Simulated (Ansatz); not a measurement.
# GaH₂Cl₃ (built from SMILES [Cl][Ga]([Cl])[Cl].[H][H]): search for a transition state, part 2 of 2

Ansatz 0.2.0, Gaussian basis; PBE0-D4.

### Step 7. Relaxing after a step of 0.30 Å one way along the mode

downa/in.yaml reads:

```yaml
crystal:
  periodic: [false, false, false]
  atoms:
    - {symbol: Ga, position_ang: [-0.350562, 0.484297, -0.130465]}
    - {symbol: Cl, position_ang: [1.364346, -1.393971, 0.032458]}
    - {symbol: Cl, position_ang: [-1.399517, 0.153785, -1.970791]}
    - {symbol: Cl, position_ang: [0.735789, 2.295110, 0.239854]}
    - {symbol: H, position_ang: [0.447172, -1.204131, 0.734475]}
    - {symbol: H, position_ang: [-0.797128, -0.335090, 1.094569]}
basis:
  gaussian: {orbitals: def2-TZVP}
hamiltonian: {xc: pbe0, dispersion: d4}
relax: {f_tol: 0.005, max_steps: 200}
```

On the command line:

```sh
$ ansatz run in.yaml --threads 4 --pin off --events-out ev --progress --plain --max-ram 9574MiB
```

Standard output:

```text
Functional definition: PBE0
  name "PBE0"
  cite "Adamo & Barone, J. Chem. Phys. 110, 6158 (1999) doi:10.1063/1.478522"
  cite "Perdew, Burke & Ernzerhof, Phys. Rev. Lett. 77, 3865 (1996) doi:10.1103/PhysRevLett.77.3865"
  parent pbe
  parameter a = 0.25
  parameter kappa = 0.804
  parameter beta = 0.06672455060314922
  exchange = (1 - a)*pbe_x(kappa = kappa, mu = beta*pi^2/3) + a*exact_x
  correlation = pbe_c(beta = beta)
1305 factors; their error is unknown
mean field evaluation 1: about -89961.2844 eV, gradient 2.9e1 eV
mean field evaluation 2: about -89960.7389 eV, gradient 4.0e1 eV
mean field evaluation 4: about -89962.6109 eV, gradient 9.0e-1 eV
mean field evaluation 8: about -89962.9109 eV, gradient 2.0e-1 eV
mean field -89962.91094484 eV, -3306.0759981715 hartree, gradient 6.5e-5 eV, S^2 0.000000; 0 other end points of the search recorded, 0 dependent functions left out
the calculation of the forces begins
reference -89962.91097349 eV, -3306.0759992247 hartree; 42, 42 occupied and 129, 129 virtual orbitals, 1305 factors
relax step   1: F+E_penalty+E_count = -89963.07883284 eV  Δ(F+E_penalty+E_count) = +0.000e0 eV  max|allowed force component| = 4.823e0 eV/Å  Δτ_max = 0.0000 Å  (24 SCF iters, accepted)
these checks for a lower state are left out or cut short: starts, cluster_reference, orbital_swaps, neighbouring_geometries, increment
1305 factors; their error is unknown
mean field evaluation 16: about -89962.9541 eV, gradient 9.9e0 eV
mean field -89963.45371501 eV, -3306.0959446075 hartree, gradient 1.5e-5 eV, S^2 0.000000; 0 other end points of the search recorded, 0 dependent functions left out
the calculation of the forces begins
reference -89963.45374424 eV, -3306.0959456819 hartree; 42, 42 occupied and 129, 129 virtual orbitals, 1305 factors
relax step   2: F+E_penalty+E_count = -89963.61982033 eV  Δ(F+E_penalty+E_count) = -5.410e-1 eV  max|allowed force component| = 9.851e-1 eV/Å  Δτ_max = 0.1950 Å  (28 SCF iters, accepted)
these checks for a lower state are left out or cut short: starts, cluster_reference, orbital_swaps, neighbouring_geometries, increment
1305 factors; their error is unknown
mean field -89963.55517908 eV, -3306.0996733434 hartree, gradient 1.4e-5 eV, S^2 0.000000; 0 other end points of the search recorded, 0 dependent functions left out
the calculation of the forces begins
reference -89963.55520838 eV, -3306.0996744202 hartree; 42, 42 occupied and 129, 129 virtual orbitals, 1305 factors
relax step   3: F+E_penalty+E_count = -89963.72125353 eV  Δ(F+E_penalty+E_count) = -1.014e-1 eV  max|allowed force component| = 6.697e-1 eV/Å  Δτ_max = 0.1938 Å  (28 SCF iters, accepted)
[... from here on, the SCF cycles and remarks between the steps are left out ...]
relax step   4: F+E_penalty+E_count = -89963.77605571 eV  Δ(F+E_penalty+E_count) = -5.480e-2 eV  max|allowed force component| = 3.955e-1 eV/Å  Δτ_max = 0.1818 Å  (28 SCF iters, accepted)
relax step   5: F+E_penalty+E_count = -89963.82434895 eV  Δ(F+E_penalty+E_count) = -4.829e-2 eV  max|allowed force component| = 4.853e-1 eV/Å  Δτ_max = 0.1944 Å  (28 SCF iters, accepted)
relax step   6: F+E_penalty+E_count = -89963.84669270 eV  Δ(F+E_penalty+E_count) = -2.234e-2 eV  max|allowed force component| = 1.148e-1 eV/Å  Δτ_max = 0.1747 Å  (28 SCF iters, accepted)
relax step   7: F+E_penalty+E_count = -89963.83579488 eV  Δ(F+E_penalty+E_count) = +1.090e-2 eV  max|allowed force component| = 2.290e-1 eV/Å  Δτ_max = 0.1076 Å  (28 SCF iters, rejected (line search))
relax step   8: F+E_penalty+E_count = -89963.85127832 eV  Δ(F+E_penalty+E_count) = -4.586e-3 eV  max|allowed force component| = 1.770e-2 eV/Å  Δτ_max = 0.0524 Å  (28 SCF iters, accepted)
relax step   9: F+E_penalty+E_count = -89963.85141063 eV  Δ(F+E_penalty+E_count) = -1.323e-4 eV  max|allowed force component| = 6.146e-3 eV/Å  Δτ_max = 0.0060 Å  (29 SCF iters, accepted)
relax step  10: F+E_penalty+E_count = -89963.85132766 eV  Δ(F+E_penalty+E_count) = +8.297e-5 eV  max|allowed force component| = 1.169e-2 eV/Å  Δτ_max = 0.0258 Å  (28 SCF iters, rejected (line search))
relax step  11: F+E_penalty+E_count = -89963.85144774 eV  Δ(F+E_penalty+E_count) = -3.710e-5 eV  max|allowed force component| = 5.023e-3 eV/Å  Δτ_max = 0.0109 Å  (29 SCF iters, accepted)
relax step  12: F+E_penalty+E_count = -89963.85145013 eV  Δ(F+E_penalty+E_count) = -2.396e-6 eV  max|allowed force component| = 2.343e-3 eV/Å  Δτ_max = 0.0009 Å  (19 SCF iters, accepted)
relax step  13: F+E_penalty+E_count = -89963.85149705 eV  Δ(F+E_penalty+E_count) = -4.692e-5 eV  max|allowed force component| = 2.743e-2 eV/Å  Δτ_max = 0.0292 Å  (28 SCF iters, accepted)
relax step  14: F+E_penalty+E_count = -89963.85153590 eV  Δ(F+E_penalty+E_count) = -3.885e-5 eV  max|allowed force component| = 1.829e-2 eV/Å  Δτ_max = 0.0062 Å  (29 SCF iters, accepted)
relax step  15: F+E_penalty+E_count = -89963.83223153 eV  Δ(F+E_penalty+E_count) = +1.930e-2 eV  max|allowed force component| = 7.159e-1 eV/Å  Δτ_max = 0.1954 Å  (33 SCF iters, rejected (line search))
relax step  16: F+E_penalty+E_count = -89963.85246718 eV  Δ(F+E_penalty+E_count) = -9.313e-4 eV  max|allowed force component| = 6.092e-3 eV/Å  Δτ_max = 0.0848 Å  (28 SCF iters, accepted)
relax step  17: F+E_penalty+E_count = -89963.85311153 eV  Δ(F+E_penalty+E_count) = -6.444e-4 eV  max|allowed force component| = 6.065e-2 eV/Å  Δτ_max = 0.0392 Å  (28 SCF iters, accepted)
relax step  18: F+E_penalty+E_count = -89963.83874712 eV  Δ(F+E_penalty+E_count) = +1.436e-2 eV  max|allowed force component| = 7.023e-1 eV/Å  Δτ_max = 0.1465 Å  (27 SCF iters, rejected (line search))
relax step  19: F+E_penalty+E_count = -89963.85443302 eV  Δ(F+E_penalty+E_count) = -1.321e-3 eV  max|allowed force component| = 6.051e-2 eV/Å  Δτ_max = 0.0732 Å  (28 SCF iters, accepted)
relax step  20: F+E_penalty+E_count = -89963.85552267 eV  Δ(F+E_penalty+E_count) = -1.090e-3 eV  max|allowed force component| = 2.040e-1 eV/Å  Δτ_max = 0.0728 Å  (28 SCF iters, accepted)
relax step  21: F+E_penalty+E_count = -89963.86134655 eV  Δ(F+E_penalty+E_count) = -5.824e-3 eV  max|allowed force component| = 6.777e-2 eV/Å  Δτ_max = 0.1124 Å  (28 SCF iters, accepted)
relax step  22: F+E_penalty+E_count = -89963.86248666 eV  Δ(F+E_penalty+E_count) = -1.140e-3 eV  max|allowed force component| = 2.868e-1 eV/Å  Δτ_max = 0.1672 Å  (27 SCF iters, accepted)
relax step  23: F+E_penalty+E_count = -89963.87269239 eV  Δ(F+E_penalty+E_count) = -1.021e-2 eV  max|allowed force component| = 1.516e-1 eV/Å  Δτ_max = 0.1600 Å  (27 SCF iters, accepted)
relax step  24: F+E_penalty+E_count = -89963.88496735 eV  Δ(F+E_penalty+E_count) = -1.227e-2 eV  max|allowed force component| = 8.888e-2 eV/Å  Δτ_max = 0.1818 Å  (33 SCF iters, accepted)
relax step  25: F+E_penalty+E_count = -89963.85134728 eV  Δ(F+E_penalty+E_count) = +3.362e-2 eV  max|allowed force component| = 1.046e0 eV/Å  Δτ_max = 0.1953 Å  (33 SCF iters, rejected (line search))
relax step  26: F+E_penalty+E_count = -89963.89049978 eV  Δ(F+E_penalty+E_count) = -5.532e-3 eV  max|allowed force component| = 7.003e-2 eV/Å  Δτ_max = 0.0976 Å  (28 SCF iters, accepted)
relax step  27: F+E_penalty+E_count = -89963.89377221 eV  Δ(F+E_penalty+E_count) = -3.272e-3 eV  max|allowed force component| = 2.999e-1 eV/Å  Δτ_max = 0.0975 Å  (28 SCF iters, accepted)
relax step  28: F+E_penalty+E_count = -89963.89844007 eV  Δ(F+E_penalty+E_count) = -4.668e-3 eV  max|allowed force component| = 2.116e-1 eV/Å  Δτ_max = 0.0573 Å  (28 SCF iters, accepted)
relax step  29: F+E_penalty+E_count = -89963.88929770 eV  Δ(F+E_penalty+E_count) = +9.142e-3 eV  max|allowed force component| = 5.400e-1 eV/Å  Δτ_max = 0.1951 Å  (33 SCF iters, rejected (line search))
relax step  30: F+E_penalty+E_count = -89963.90560400 eV  Δ(F+E_penalty+E_count) = -7.164e-3 eV  max|allowed force component| = 1.058e-1 eV/Å  Δτ_max = 0.0972 Å  (28 SCF iters, accepted)
relax step  31: F+E_penalty+E_count = -89963.91206159 eV  Δ(F+E_penalty+E_count) = -6.458e-3 eV  max|allowed force component| = 9.726e-2 eV/Å  Δτ_max = 0.0998 Å  (28 SCF iters, accepted)
relax step  32: F+E_penalty+E_count = -89963.90618674 eV  Δ(F+E_penalty+E_count) = +5.875e-3 eV  max|allowed force component| = 6.767e-1 eV/Å  Δτ_max = 0.1467 Å  (27 SCF iters, rejected (line search))
relax step  33: F+E_penalty+E_count = -89963.91636699 eV  Δ(F+E_penalty+E_count) = -4.305e-3 eV  max|allowed force component| = 6.628e-2 eV/Å  Δτ_max = 0.0733 Å  (28 SCF iters, accepted)
relax step  34: F+E_penalty+E_count = -89963.91888943 eV  Δ(F+E_penalty+E_count) = -2.522e-3 eV  max|allowed force component| = 4.647e-2 eV/Å  Δτ_max = 0.0750 Å  (28 SCF iters, accepted)
relax step  35: F+E_penalty+E_count = -89963.91518486 eV  Δ(F+E_penalty+E_count) = +3.705e-3 eV  max|allowed force component| = 4.418e-1 eV/Å  Δτ_max = 0.1104 Å  (27 SCF iters, rejected (line search))
relax step  36: F+E_penalty+E_count = -89963.92114535 eV  Δ(F+E_penalty+E_count) = -2.256e-3 eV  max|allowed force component| = 2.795e-2 eV/Å  Δτ_max = 0.0552 Å  (28 SCF iters, accepted)
relax step  37: F+E_penalty+E_count = -89963.92203020 eV  Δ(F+E_penalty+E_count) = -8.848e-4 eV  max|allowed force component| = 1.459e-2 eV/Å  Δτ_max = 0.0563 Å  (28 SCF iters, accepted)
relax step  38: F+E_penalty+E_count = -89963.92214837 eV  Δ(F+E_penalty+E_count) = -1.182e-4 eV  max|allowed force component| = 5.476e-3 eV/Å  Δτ_max = 0.0144 Å  (29 SCF iters, accepted)
these checks for a lower state are left out or cut short: starts, cluster_reference, orbital_swaps, neighbouring_geometries, increment
1305 factors; their error is unknown
mean field -89963.75285610 eV, -3306.1069378398 hartree, gradient 4.6e-6 eV, S^2 0.000000; 0 other end points of the search recorded, 0 dependent functions left out
the calculation of the forces begins
reference -89963.75288518 eV, -3306.1069389086 hartree; 42, 42 occupied and 129, 129 virtual orbitals, 1305 factors
relax step  39: F+E_penalty+E_count = -89963.92217244 eV  Δ(F+E_penalty+E_count) = -2.408e-5 eV  max|allowed force component| = 2.787e-3 eV/Å  Δτ_max = 0.0076 Å  (29 SCF iters, accepted)
1305 factors; their error is unknown
mean field evaluation 288: about -89963.4516 eV, gradient 8.2e-1 eV
mean field -89963.75285610 eV, -3306.1069378398 hartree, gradient 4.7e-6 eV, S^2 0.000000; 1 other end points of the search recorded, 0 dependent functions left out
the calculation of the forces begins
reference -89963.75288518 eV, -3306.1069389086 hartree; 42, 42 occupied and 129, 129 virtual orbitals, 1305 factors
Total energy: -89963.92220153 eV, -3306.1131611695 hartree
Atom 0 at    -0.548864     0.650027     0.145742 Å, force     0.001833     0.002787    -0.000080 eV/Å
Atom 1 at     1.284070    -1.274576     0.703048 Å, force     0.000181     0.000272     0.001074 eV/Å
Atom 2 at    -1.051867    -0.401360    -1.677601 Å, force    -0.000668    -0.000617    -0.000649 eV/Å
Atom 3 at     0.792740     2.289585    -0.150571 Å, force    -0.001393    -0.002167     0.000561 eV/Å
Atom 4 at     0.932339    -1.752750    -0.440685 Å, force     0.000128    -0.000155    -0.000971 eV/Å
Atom 5 at    -1.408317     0.489074     1.420166 Å, force    -0.000081    -0.000120     0.000065 eV/Å
Dipole moment:     0.069418    -0.447540     0.253682 e Å
```

Run time: 1.8 min. Hardware: 4 threads of Arm Neoverse V1, shared host; peak memory 0.53 GiB.

Relaxation path: (not every step is listed) (the energy doesn't fall at every step)

| step | energy from step 1 (eV) | largest force component (eV/Å) |
| --- | --- | --- |
| 1 | 0.0000 | 4.8226 |
| 2 | -0.5410 | 0.9851 |
| 3 | -0.6424 | 0.6697 |
| 4 | -0.6972 | 0.3955 |
| 5 | -0.7455 | 0.4853 |
| 6 | -0.7679 | 0.1148 |
| 7 | -0.7570 | 0.2290 |
| 8 | -0.7724 | 0.0177 |
| 9 | -0.7726 | 0.0061 |
| 11 | -0.7726 | 0.0050 |
| 13 | -0.7727 | 0.0274 |
| 15 | -0.7534 | 0.7159 |
| 17 | -0.7743 | 0.0606 |
| 19 | -0.7756 | 0.0605 |
| 21 | -0.7825 | 0.0678 |
| 23 | -0.7939 | 0.1516 |
| 25 | -0.7725 | 1.0456 |
| 27 | -0.8149 | 0.2999 |
| 29 | -0.8105 | 0.5400 |
| 31 | -0.8332 | 0.0973 |
| 33 | -0.8375 | 0.0663 |
| 34 | -0.8401 | 0.0465 |
| 35 | -0.8364 | 0.4418 |
| 36 | -0.8423 | 0.0279 |
| 37 | -0.8432 | 0.0146 |
| 38 | -0.8433 | 0.0055 |
| 39 | -0.8433 | 0.0028 |

Distances of close pairs at the start and the end, largest changes first:

| bond | before (Å) | after (Å) | change (Å) |
| --- | --- | --- | --- |
| Ga1–Cl2 | 2.549 | 2.716 | +0.167 |
| Cl2–H5 | 1.171 | 1.289 | +0.118 |
| Ga1–Cl3 | 2.144 | 2.164 | +0.020 |
| Ga1–H6 | 1.540 | 1.546 | +0.006 |
| Ga1–Cl4 | 2.144 | 2.139 | -0.005 |

### Step 8. Relaxing after a step of 0.30 Å the other way along the mode

downb/in.yaml reads:

```yaml
crystal:
  periodic: [false, false, false]
  atoms:
    - {symbol: Ga, position_ang: [-0.057550, 0.388709, -0.320900]}
    - {symbol: Cl, position_ang: [1.449103, -1.314217, -0.126675]}
    - {symbol: Cl, position_ang: [-1.426976, 0.158726, -1.916106]}
    - {symbol: Cl, position_ang: [0.686157, 2.277826, 0.271593]}
    - {symbol: H, position_ang: [-0.044551, -0.936130, 0.949842]}
    - {symbol: H, position_ang: [-0.606083, -0.574915, 1.142347]}
basis:
  gaussian: {orbitals: def2-TZVP}
hamiltonian: {xc: pbe0, dispersion: d4}
relax: {f_tol: 0.005, max_steps: 200}
```

On the command line:

```sh
$ ansatz run in.yaml --threads 4 --pin off --events-out ev --progress --plain --max-ram 9574MiB
```

Standard output (excerpt; [...] marks lines left out):

```text
Functional definition: PBE0
  name "PBE0"
  cite "Adamo & Barone, J. Chem. Phys. 110, 6158 (1999) doi:10.1063/1.478522"
  cite "Perdew, Burke & Ernzerhof, Phys. Rev. Lett. 77, 3865 (1996) doi:10.1103/PhysRevLett.77.3865"
  parent pbe
[...]
1305 factors; their error is unknown
[...]
mean field -89963.26494786 eV, -3306.0890075426 hartree, gradient 6.3e-5 eV, S^2 0.000000; 0 other end points of the search recorded, 0 dependent functions left out
[...]
reference -89963.26497678 eV, -3306.0890086055 hartree; 42, 42 occupied and 129, 129 virtual orbitals, 1305 factors
relax step   1: F+E_penalty+E_count = -89963.43562366 eV  Δ(F+E_penalty+E_count) = +0.000e0 eV  max|allowed force component| = 3.867e0 eV/Å  Δτ_max = 0.0000 Å  (26 SCF iters, accepted)
[...]
1305 factors; their error is unknown
[...]
mean field -89964.38916734 eV, -3306.1303218467 hartree, gradient 6.8e-6 eV, S^2 0.000000; 1 other end points of the search recorded, 0 dependent functions left out
[...]
reference -89964.38919683 eV, -3306.1303229304 hartree; 42, 42 occupied and 129, 129 virtual orbitals, 1305 factors
Total energy: -89964.55630033 eV, -3306.1364638708 hartree
Atom 0 at     0.352717     0.329447    -0.659671 Å, force     0.001303    -0.001020    -0.000248 eV/Å
Atom 1 at     1.841012    -1.175799    -0.639131 Å, force    -0.000570     0.000182     0.000365 eV/Å
Atom 2 at    -1.387768     0.077501    -1.835497 Å, force    -0.000974     0.000144    -0.000812 eV/Å
Atom 3 at     0.698511     2.169743     0.324740 Å, force     0.000106     0.001230     0.000307 eV/Å
Atom 4 at    -0.487097    -0.966511     1.406673 Å, force     0.000839    -0.000809    -0.000027 eV/Å
Atom 5 at    -1.017276    -0.434381     1.402987 Å, force    -0.000705     0.000274     0.000415 eV/Å
Dipole moment:    -0.071634    -0.066184     0.133274 e Å
```

It took 30 s on 4 threads of Arm Neoverse V1, shared host; peak memory 0.53 GiB.

Along the way: (the energy doesn't fall at every step)

| step | energy from step 1 (eV) | largest force component (eV/Å) |
| --- | --- | --- |
| 1 | 0.0000 | 3.8671 |
| 2 | -0.7030 | 1.0880 |
| 3 | -0.9193 | 0.8162 |
| 4 | -1.0811 | 0.3849 |
| 5 | -1.1137 | 0.1547 |
| 6 | -1.1113 | 0.1477 |
| 7 | -1.1175 | 0.0279 |
| 8 | -1.1203 | 0.0326 |
| 9 | -1.1206 | 0.0025 |
| 10 | -1.1206 | 0.0013 |

Distances of close pairs at the start and the end, largest changes first:

| bond | before (Å) | after (Å) | change (Å) |
| --- | --- | --- | --- |
| Ga1–H6 | 1.836 | 2.591 | +0.755 |
| Ga1–H5 | 1.836 | 2.580 | +0.744 |
| Ga1–Cl2 | 2.282 | 2.117 | -0.165 |
| H5–H6 | 0.695 | 0.751 | +0.056 |
| Ga1–Cl3 | 2.115 | 2.115 | +0.001 |
| Ga1–Cl4 | 2.115 | 2.115 | +0.001 |

### Step 9. What the saddle joins

| pair | start side (Å) | saddle (Å) | end side (Å) |
| --- | --- | --- | --- |
| Ga1–H6 | 2.591 | 1.688 | 1.546 |
| Cl2–H5 | 3.106 | 1.525 | 1.289 |
| Ga1–Cl2 | 2.117 | 2.415 | 2.716 |
| H5–H6 | 0.751 | 1.127 | 3.737 |

### Step 10. Results

The summary covers parts 1 to 2.

| quantity | value |
| --- | --- |
| imaginary mode | 1002i cm⁻¹ |
| barrier from the start side | 1.309 eV |
| barrier from the end side | 0.675 eV |
| energy of the step | +0.634 eV |
| pairs that change | Ga1–H6 formed, Cl2–H5 formed, Ga1–Cl2 loosened, H5–H6 broken |
| zero-point energy at the saddle | 0.448 eV |

The point has a single imaginary mode (1002i cm⁻¹), as a transition state must. The two relaxations end on the structures that were planned. A bond meant to break is only loosened at the end: the products stay bound as an adduct. At PBE0-D4/def2-TZVP the electronic barrier is 1.309 eV, about 51 kT at 298 K, and the step runs 0.634 eV uphill. The barrier is thin enough for tunnelling; the leading (Wigner) term alone is a factor of 2.0 at 298 K. A step off the saddle overshot and began above it in energy, so the link to its end is likely but not proven. Lower complexes than these ends may exist.
